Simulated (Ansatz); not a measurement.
# Nb4SiSb2 (I4/mcm): energies of magnetic orders, part 1 of 2

Which of a few magnetic orders of Nb4SiSb2 (I4/mcm) is lowest at one geometry?

Computed with Ansatz 0.2.0 (DFT r²SCAN, scalar-relativistic, plane waves, PAW, unless a step's input says otherwise).

**1. The system as given**

Symmetry: I4/mcm, No. 140, tetragonal system. The conventional cell has a = 10.454 Å, b = 10.454 Å, c = 4.920 Å, α = 90.00°, β = 90.00°, γ = 90.00°. Around Nb (site symmetry m) lie 2 Si at 2.62 Å and 4 Sb at 2.86 to 2.99 Å. Si (site symmetry 422) is surrounded by 2 Si at 2.46 Å and 8 Nb at 2.62 Å. Sb (site symmetry m2m) is surrounded by 8 Nb at 2.86 to 2.99 Å.

Coordinates:

```xyz
14
Lattice="-5.2268 5.2268 2.4600 5.2268 -5.2268 2.4600 5.2268 5.2268 -2.4600" Properties=species:S:1:pos:R:3 pbc="T T T"
Nb    8.3112    0.8827    0.0000
Nb   -3.0844    4.3441    2.4600
Nb    4.3441    3.0844    2.4600
Nb    0.8827    2.1424    0.0000
Nb    3.0844    4.3441    0.0000
Nb    2.1424    0.8827    2.4600
Nb   -0.8827    2.1424    2.4600
Nb    6.1095    3.0844    0.0000
Si    0.0000    0.0000    1.2300
Si    0.0000    0.0000    3.6899
Sb    1.4879    3.7389    2.4600
Sb    3.7389    1.4879    0.0000
Sb    1.4879    6.7147    0.0000
Sb    3.7389   -1.4879    2.4600
```

This cell comes from an earlier session at r²SCAN: 19.201 Å³/atom at -0.08 GPa, on a 8×8×8 mesh.

**2. Antiferromagnetic, in the cell as typed**

input.yaml reads:

```yaml
crystal:
  lattice:
    - [-5.2267882212, 5.2267882212, 2.4599662283]
    - [5.2267882212, -5.2267882212, 2.4599662283]
    - [5.2267882212, 5.2267882212, -2.4599662283]
  atoms:
    - { symbol: Nb, position: [0.0844370344, 0.7950571182, 0.8794941527], spin: 1.0 }
    - { symbol: Nb, position: [0.9155629656, 0.2049428818, 0.1205058473], spin: 1.0 }
    - { symbol: Nb, position: [0.7950571182, 0.9155629656, 0.7106200838], spin: 1.0 }
    - { symbol: Nb, position: [0.2049428818, 0.0844370344, 0.2893799162], spin: 1.0 }
    - { symbol: Nb, position: [0.4155629656, 0.2950571182, 0.7106200838], spin: -1.0 }
    - { symbol: Nb, position: [0.5844370344, 0.7049428818, 0.2893799162], spin: -1.0 }
    - { symbol: Nb, position: [0.7049428818, 0.4155629656, 0.1205058473], spin: -1.0 }
    - { symbol: Nb, position: [0.2950571182, 0.5844370344, 0.8794941527], spin: -1.0 }
    - { symbol: Si, position: [0.25, 0.25, 0.0] }
    - { symbol: Si, position: [0.75, 0.75, 0.0] }
    - { symbol: Sb, position: [0.8576647556, 0.6423352444, 0.5] }
    - { symbol: Sb, position: [0.1423352444, 0.3576647556, 0.5] }
    - { symbol: Sb, position: [0.6423352444, 0.1423352444, 0.7846704889] }
    - { symbol: Sb, position: [0.3576647556, 0.8576647556, 0.2153295111] }
basis:
  ecutwfc: 500
  ecutrho_ratio: 4
kpoints:
  mp_grid: { grid: [8, 8, 8] }
hamiltonian:
  xc: r2scan
scf:
  occupations: { method: gaussian, width: 0.05 }
  lower_state_search: "off"
output:
  forces: true
  stress: true
  eigenvalues: true
  populations: true
magnetization:
  spin_polarized: true
```

Launch:

```bash
> ansatz run input.yaml --threads 8 --pin off --max-ram 22528MiB --backend cpu --events-out ev --progress --plain --runs-dir out
```

Log, shortened:

```text
Warning: RAYON_NUM_THREADS=8 ignored (pool sized by the plan → 8); use --threads N
[...]
Pseudopotentials: kind: paw
Pseudopotential: Nb, paw, valence charge 13, recommended cutoff 500 eV (meta_gga), Nb.paw.azcp
Pseudopotential: Si, paw, valence charge 4, recommended cutoff 500 eV (meta_gga), Si.paw.azcp
Pseudopotential: Sb, paw, valence charge 15, recommended cutoff 500 eV (meta_gga), Sb.paw.azcp
Functional definition: r2SCAN
[...]
Crystal: 14 atoms, lattice volume = 268.818 Å³
Basis set: ecut = 500 eV, 6785 PW (Γ), exchange–correlation on 240×240×240 points (64 copies of the dense FFT grid, shifted against one another)
Bands: 108, of which v1, the nominal top of the filled ones, is band 86 counted from 1 (85 counted from 0)
Symmetry: 8 space group operations
Space group: I4/m (ITA 87), of the structure as read, at distance tolerance 6.5e-5 Å
Magnetic group: BNS 140.547 (UNI 1207), of the structure as read, at distance tolerance 6.5e-5 Å
k-points: 78 of 512
[...]
Starting moments: Σ|m| = 8 μB on 8 of 14 sites
Starting magnetic order: altermagnet, g-wave, planar spin-momentum locking; spin-degenerate planes through Γ normal to [0 1 1], [1 -1 0], [1 0 1], [1 1 2] of the run's lattice
[...]
SCF iter   1: F=-63774.281619 eV  HF=-63796.049726 eV  |F-HF|=2.18e1  |Δ(HF+E_count)|=         —  Δρ=4.41e-2 (↑4.41e-2 ↓4.41e-2)  dr2=2.89e1  dr2_τ=3.05e-1  dr2_m=1.75e0  M=-0.000 μB ∫|m|=3.041 μB  β_m=0.30  ethr=3.10e-3  ⟨swp⟩=5.5  Hψ=62313  notcnv=0  defer=417
[...]
WARN: the starting moments were not kept: the SCF closed with an absolute magnetisation of 9.3e-5 μB, where they sum to 8 μB in size (8 sites). That is at most 0.1 of that sum. Measured as dr2_m measures the in/out step, that magnetisation stands 2.1e-10 eV from none, at or under the [...]
SCF converged after 21 iterations
Magnetization: -0.0000 μB (86.0000 up, 86.0000 down)
Absolute magnetization: 0.0001 μB (∫|ρ↑−ρ↓|, with the PAW one-centre terms)
Spin contamination: 0.0000 ħ² per cell (⟨S²⟩ above its minimum at these occupations)
[...]
Free energy (F): -63791.063494 eV
[...]
E sigma→0 (E₀):  -63791.057230 eV
Entropy (-TS):   -0.012529 eV (-0.895 meV/atom)
Fermi energy:    15.805922 eV
[...]
--- Forces (eV/Å), atoms counted from 1 ---
  atom   1  Nb    -0.00013506     0.00162660     0.00000000
  atom   2  Nb     0.00013506    -0.00162660     0.00000000
  atom   3  Nb    -0.00162660    -0.00013506    -0.00000000
  atom   4  Nb     0.00162660     0.00013506    -0.00000000
  atom   5  Nb    -0.00013489    -0.00162643     0.00000000
  atom   6  Nb     0.00013489     0.00162643     0.00000000
  atom   7  Nb    -0.00162643     0.00013489    -0.00000000
  atom   8  Nb     0.00162643    -0.00013489     0.00000000
[...]
--- Stress (GPa, compression-positive) ---
       -0.080620      -0.000000       0.000000
        0.000000      -0.080620       0.000000
        0.000000      -0.000000      -0.076138
  P = ⅓ Tr σ = -0.0791 GPa (-0.791 kbar)
--- Band table (eV; the first three rows and the last of 156) ---
[...]
--- Löwdin populations: 14 sites ---
  site symbol       q [e]    m [muB]
     0     Nb     12.9493     0.0000
     1     Nb     12.9493     0.0000
     2     Nb     12.9493     0.0000
     3     Nb     12.9493     0.0000
     4     Nb     12.9493    -0.0000
     5     Nb     12.9493    -0.0000
     6     Nb     12.9493    -0.0000
     7     Nb     12.9493    -0.0000
     8     Si      3.8982    -0.0000
     9     Si      3.8982    -0.0000
    10     Sb     14.9378     0.0000
    11     Sb     14.9378     0.0000
    12     Sb     14.9378     0.0000
    13     Sb     14.9378     0.0000
  spilling = 0.004986 (of n_electrons = 172.000000)
```

It took 3.1 min on 8 threads of Arm Neoverse V2, shared host; peak memory 5.2 GiB.

This gives: volume 19.201 Å³/atom, pressure -0.08 GPa, a metal on this mesh, no moment left.

In this order, neighbours among magnetic atoms: 2 of 7 parallel, 3 of 3 parallel (shell by shell, nearest first).

**3. Antiferromagnetic, in the cell as typed**

input.yaml: that of step 2 with these lines changed.

```diff
@@ -8,8 +8,8 @@
     - { symbol: Nb, position: [0.9155629656, 0.2049428818, 0.1205058473], spin: 1.0 }
-    - { symbol: Nb, position: [0.7950571182, 0.9155629656, 0.7106200838], spin: 1.0 }
-    - { symbol: Nb, position: [0.2049428818, 0.0844370344, 0.2893799162], spin: 1.0 }
+    - { symbol: Nb, position: [0.7950571182, 0.9155629656, 0.7106200838], spin: -1.0 }
+    - { symbol: Nb, position: [0.2049428818, 0.0844370344, 0.2893799162], spin: -1.0 }
     - { symbol: Nb, position: [0.4155629656, 0.2950571182, 0.7106200838], spin: -1.0 }
     - { symbol: Nb, position: [0.5844370344, 0.7049428818, 0.2893799162], spin: -1.0 }
-    - { symbol: Nb, position: [0.7049428818, 0.4155629656, 0.1205058473], spin: -1.0 }
-    - { symbol: Nb, position: [0.2950571182, 0.5844370344, 0.8794941527], spin: -1.0 }
+    - { symbol: Nb, position: [0.7049428818, 0.4155629656, 0.1205058473], spin: 1.0 }
+    - { symbol: Nb, position: [0.2950571182, 0.5844370344, 0.8794941527], spin: 1.0 }
     - { symbol: Si, position: [0.25, 0.25, 0.0] }
```

Launch:

```bash
> ansatz run input.yaml --threads 8 --pin off --max-ram 22528MiB --backend cpu --events-out ev --progress --plain --runs-dir out
```

Log, shortened:

```text
Warning: RAYON_NUM_THREADS=8 ignored (pool sized by the plan → 8); use --threads N
[...]
[... 5 set-up lines as earlier in the session ...]
[...]
Crystal: 14 atoms, lattice volume = 268.818 Å³
Basis set: ecut = 500 eV, 6785 PW (Γ), exchange–correlation on 240×240×240 points (64 copies of the dense FFT grid, shifted against one another)
Bands: 108, of which v1, the nominal top of the filled ones, is band 86 counted from 1 (85 counted from 0)
[... 1 set-up line as earlier in the session ...]
Space group: Fmmm (ITA 69), of the structure as read, at distance tolerance 6.5e-5 Å
Magnetic group: BNS 140.544 (UNI 1204), of the structure as read, at distance tolerance 6.5e-5 Å
k-points: 95 of 512
[...]
Starting moments: Σ|m| = 8 μB on 8 of 14 sites
[...]
WARN: the starting moments were not kept: the SCF closed with an absolute magnetisation of 1.3e-4 μB, where they sum to 8 μB in size (8 sites). That is at most 0.1 of that sum. Measured as dr2_m measures the in/out step, that magnetisation stands 5.5e-10 eV from none, at or under the [...]
  atom   4  Nb     0.00162539     0.00013438     0.00000000
  atom   5  Nb    -0.00013438    -0.00162539     0.00000000
  atom   6  Nb     0.00013438     0.00162539     0.00000000
  atom   7  Nb    -0.00162575     0.00013445     0.00000000
  atom   8  Nb     0.00162575    -0.00013445    -0.00000000
[...]
--- Stress (GPa, compression-positive) ---
       -0.080616      -0.000000       0.000000
       -0.000000      -0.080616       0.000000
        0.000000       0.000000      -0.076133
  P = ⅓ Tr σ = -0.0791 GPa (-0.791 kbar)
--- Band table (eV; the first three rows and the last of 190) ---
[...]
--- Löwdin populations: 14 sites ---
  site symbol       q [e]    m [muB]
     0     Nb     12.9493     0.0000
     1     Nb     12.9493     0.0000
     2     Nb     12.9493    -0.0000
     3     Nb     12.9493    -0.0000
     4     Nb     12.9493    -0.0000
     5     Nb     12.9493    -0.0000
     6     Nb     12.9493     0.0000
     7     Nb     12.9493     0.0000
     8     Si      3.8982    -0.0000
     9     Si      3.8982    -0.0000
    10     Sb     14.9378     0.0000
    11     Sb     14.9378     0.0000
    12     Sb     14.9378    -0.0000
    13     Sb     14.9378    -0.0000
  spilling = 0.004986 (of n_electrons = 172.000000)
```

Run time: 4.1 min. Hardware: 8 threads of Arm Neoverse V2, shared host; peak memory 5.9 GiB.

Read off: volume 19.201 Å³/atom, pressure -0.08 GPa, no gap, no moment left.

In this order, neighbours among magnetic atoms: 3 of 7 parallel, 3 of 3 parallel (shell by shell, nearest first).

**4. Antiferromagnetic, in the cell as typed**

input.yaml: that of step 3 with these lines changed.

```diff
@@ -7,8 +7,8 @@
     - { symbol: Nb, position: [0.0844370344, 0.7950571182, 0.8794941527], spin: 1.0 }
-    - { symbol: Nb, position: [0.9155629656, 0.2049428818, 0.1205058473], spin: 1.0 }
+    - { symbol: Nb, position: [0.9155629656, 0.2049428818, 0.1205058473], spin: -1.0 }
     - { symbol: Nb, position: [0.7950571182, 0.9155629656, 0.7106200838], spin: -1.0 }
-    - { symbol: Nb, position: [0.2049428818, 0.0844370344, 0.2893799162], spin: -1.0 }
+    - { symbol: Nb, position: [0.2049428818, 0.0844370344, 0.2893799162], spin: 1.0 }
     - { symbol: Nb, position: [0.4155629656, 0.2950571182, 0.7106200838], spin: -1.0 }
-    - { symbol: Nb, position: [0.5844370344, 0.7049428818, 0.2893799162], spin: -1.0 }
-    - { symbol: Nb, position: [0.7049428818, 0.4155629656, 0.1205058473], spin: 1.0 }
+    - { symbol: Nb, position: [0.5844370344, 0.7049428818, 0.2893799162], spin: 1.0 }
+    - { symbol: Nb, position: [0.7049428818, 0.4155629656, 0.1205058473], spin: -1.0 }
     - { symbol: Nb, position: [0.2950571182, 0.5844370344, 0.8794941527], spin: 1.0 }
```

Launch:

```bash
> ansatz run input.yaml --threads 8 --pin off --max-ram 22528MiB --backend cpu --events-out ev --progress --plain --runs-dir out
```

Log, shortened:

```text
Warning: RAYON_NUM_THREADS=8 ignored (pool sized by the plan → 8); use --threads N
[...]
[... 5 set-up lines as earlier in the session ...]
[...]
Crystal: 14 atoms, lattice volume = 268.818 Å³
Basis set: ecut = 500 eV, 6785 PW (Γ), exchange–correlation on 240×240×240 points (64 copies of the dense FFT grid, shifted against one another)
Bands: 108, of which v1, the nominal top of the filled ones, is band 86 counted from 1 (85 counted from 0)
Symmetry: 4 space group operations
Space group: Fmm2 (ITA 42), of the structure as read, at distance tolerance 6.5e-5 Å
Magnetic group: BNS 69.523 (UNI 621), of the structure as read, at distance tolerance 6.5e-5 Å
k-points: 95 of 512 (time reversal used)
[...]
Starting moments: Σ|m| = 8 μB on 8 of 14 sites
[...]
WARN: the starting moments were not kept: the SCF closed with an absolute magnetisation of 6.4e-5 μB, where they sum to 8 μB in size (8 sites). That is at most 0.1 of that sum. Measured as dr2_m measures the in/out step, that magnetisation stands 9.6e-11 eV from none, at or under the [...]
  atom   4  Nb     0.00162669     0.00013305     0.00000000
  atom   5  Nb    -0.00013301    -0.00162673     0.00000000
  atom   6  Nb     0.00013305     0.00162669     0.00000000
  atom   7  Nb    -0.00162637     0.00013309     0.00000000
  atom   8  Nb     0.00162637    -0.00013307     0.00000000
[...]
--- Stress (GPa, compression-positive) ---
       -0.080639       0.000001       0.000000
        0.000001      -0.080639       0.000000
        0.000000       0.000000      -0.076169
  P = ⅓ Tr σ = -0.0791 GPa (-0.791 kbar)
--- Band table (eV; the first three rows and the last of 190) ---
[...]
--- Löwdin populations: 14 sites ---
  site symbol       q [e]    m [muB]
     0     Nb     12.9493    -0.0000
     1     Nb     12.9493     0.0000
     2     Nb     12.9493     0.0000
     3     Nb     12.9493    -0.0000
     4     Nb     12.9493     0.0000
     5     Nb     12.9493    -0.0000
     6     Nb     12.9493     0.0000
     7     Nb     12.9493    -0.0000
     8     Si      3.8982    -0.0000
     9     Si      3.8982    -0.0000
    10     Sb     14.9378    -0.0000
    11     Sb     14.9378    -0.0000
    12     Sb     14.9378    -0.0000
    13     Sb     14.9378     0.0000
  spilling = 0.004986 (of n_electrons = 172.000000)
```

Run time: 6.3 min. Hardware: 8 threads of Arm Neoverse V2, shared host; peak memory 5.6 GiB.

This gives: volume 19.201 Å³/atom, pressure -0.08 GPa, a metal on this mesh, no moment left.

In this order, neighbours among magnetic atoms: 2.5 of 7 parallel, 0 of 3 parallel (shell by shell, nearest first).

(Continued in part 2 of 2.)
